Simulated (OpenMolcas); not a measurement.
# Ni³⁺ among point charges: CASSCF and CASPT2 levels and susceptibility

How does a field of 6 point charges split the states of Ni³⁺, and what χT follows?

Method: state-averaged CASSCF and CASPT2, spin-orbit coupling by RASSI with atomic mean-field integrals. Code: OpenMolcas 26.06.

## 1. The system

| Quantity | Value |
| --- | --- |
| Species | Ni³⁺ (nickel, Z = 28, 25 electrons) |
| Basis | ANO-RCC-VTZP [6s5p3d2f1g], 59 functions |
| Scalar Hamiltonian | DKH2, point nucleus |
| Inactive shells | 1s 2s 2p 3s 3p |
| Active space | 7 electrons in 5 orbitals (3d) |
| Some configurations of this space | 3d7 |
| Orbitals | optimised for each spin and parity, averaged over all roots |

Outer shells as boxes (Hund's rule):

3d7
```
3d [↑↓][↑↓][↑ ][↑ ][↑ ]
```

The ion sits among 6 point charges of -2 e arranged as a trigonal antiprism (D3d), 1.83 Å from the ion, with a polar angle of 56.4° against the regular 54.74°.

Each step is its own input file, run in one work folder so that later steps find the files of earlier ones. Labels, J, g values, rates, χT and fits are worked out afterwards by a script from the matrices that RASSI stores. The input lists half of the charges; inversion (Group=XYZ) makes the rest.

## 2. Basis and integrals

File a.inp:

```
&GATEWAY
Coord
1

Ni 0.0 0.0 0.0
Basis=ANO-RCC-VTZP
Group=XYZ
NoMove
AngMom=0.0 0.0 0.0
AMFI
XField
3 Angstrom 0
0.000000 1.523851 1.013300 -2.000000
1.319694 -0.761926 1.013300 -2.000000
1.319694 0.761926 -1.013300 -2.000000
&SEWARD
```

Launch:

```console
OMP_NUM_THREADS=1 MOLCAS_MEM=1689 MOLCAS_PROJECT=a pymolcas a.inp > a.log
```

## 3. CASSCF: quartets of even parity, 10 roots

File a.inp:

```
&RASSCF
FileOrb=start.orb
Symmetry=1
Spin=4
nActEl=7 0 0
Inactive=3 6
Ras2=5 0
CIRoot=10 10 1
SDav=10
CIMx=300
Iter=120 100
PrWF=0.3
OrbListing=Nothing
MaxOrb=0
>>> COPY $Project.JobIph JOB001
```

start.orb holds the contracted functions of the basis, ordered by shell, or the orbitals of the step before.

## 4. CASSCF: doublets of even parity, 40 roots

File a.inp:

```
&RASSCF
FileOrb=start.orb
Symmetry=1
Spin=2
nActEl=7 0 0
Inactive=3 6
Ras2=5 0
CIRoot=40 40 1
SDav=40
CIMx=300
Iter=120 100
PrWF=0.3
OrbListing=Nothing
MaxOrb=0
>>> COPY $Project.JobIph JOB002
```

## 5. State interaction with spin-orbit coupling

File a.inp:

```
&RASSI
NrOfJobIphs=2 10 40
1 2 3 4 5 6 7 8 9 10
1 2 3 4 5 6 7 8 9 10 11 12 13 14 15 16 17 18 19 20 21 22 23 24 25 26 27
28 29 30 31 32 33 34 35 36 37 38 39 40
IphNames
JOB001
JOB002
EJob
SpinOrbit
DIPRint=1.0
SOCoupling=1000.0
Subsets=2
Property=9
'ANGMOM' 1 'ANGMOM' 2 'ANGMOM' 3 'MLTPL  1' 1 'MLTPL  1' 2 'MLTPL  1' 3
'AMFI' 1 'AMFI' 2 'AMFI' 3
SOProperty=3
'ANGMOM' 1 'ANGMOM' 2 'ANGMOM' 3
```

## 6. CASPT2: IPEA 0.25, imaginary shift 0.1 (closed shells correlated: 3s 3p)

File a.inp:

```
>>> COPY JOB001 $Project.JobIph
&CASPT2
Multistate=10 1 2 3 4 5 6 7 8 9 10
NoMult
Frozen=2 3
IPEA=0.25
Imaginary=0.1
MaxIter=60
WThr=0.0 0.3 0.05
PrWF=0.5
NoMix
>>> COPY JOB002 $Project.JobIph
&CASPT2
Multistate=40 1 2 3 4 5 6 7 8 9 10 11 12 13 14 15 16 17 18 19 20 21 22
23 24 25 26 27 28 29 30 31 32 33 34 35 36 37 38 39 40
NoMult
Frozen=2 3
IPEA=0.25
Imaginary=0.1
MaxIter=60
WThr=0.0 0.3 0.05
PrWF=0.5
NoMix
```

(Steps that only read results are left out.)

What does the calculation give? Wanted: spin-free ground state; first state of the same spin within the active space; lowest level; next level.

As calculated:

```
                                            quantity                                                                        value
                                              method  SS-CASPT2, IPEA 0.25, imaginary shift 0.1 (closed shells correlated: 3s 3p)
                              spin-free ground state                                               4E, 2-fold in its orbital part
first state of the same spin within the active space                                                              4A2 at 500 cm⁻¹
                                        lowest level                                            2-fold E1/2, g = 4.43, 4.43, 5.32
                                          next level                                                                   314.6 cm⁻¹
                                         χT at 300 K                                                               4.05 cm³ K/mol
                           effective moment at 300 K                                                                      5.69 μB
```

Cost by method:

| method | time of its own steps | time with the reference |
| --- | --- | --- |
| A. CASSCF | 20 s | 20 s |
| B. SS-CASPT2, IPEA 0.25, imaginary shift 0.1, +3s 3p | 13 s | 33 s |

Times are of one thread on a shared host.

**Reading.** The spin-free ground state (4E) comes to 99 % from free-ion F terms and keeps the highest spin of the shell. χT at 300 K is 4.05, against 1.88 cm³ K/mol for the spin alone, so orbital moment adds to it. An active space of the d shell alone favours high spin; real ions in strong fields can be low spin. CASPT2 does not keep the components of a term degenerate, and the means are used. The field of point charges can differ much from that of real complexes. With metal d orbitals alone active, the gaps between spin states are rough; where two lie within a few thousand cm-1, their order is open. Point charges carry no covalency, so the field is a model and not that of real ligands.
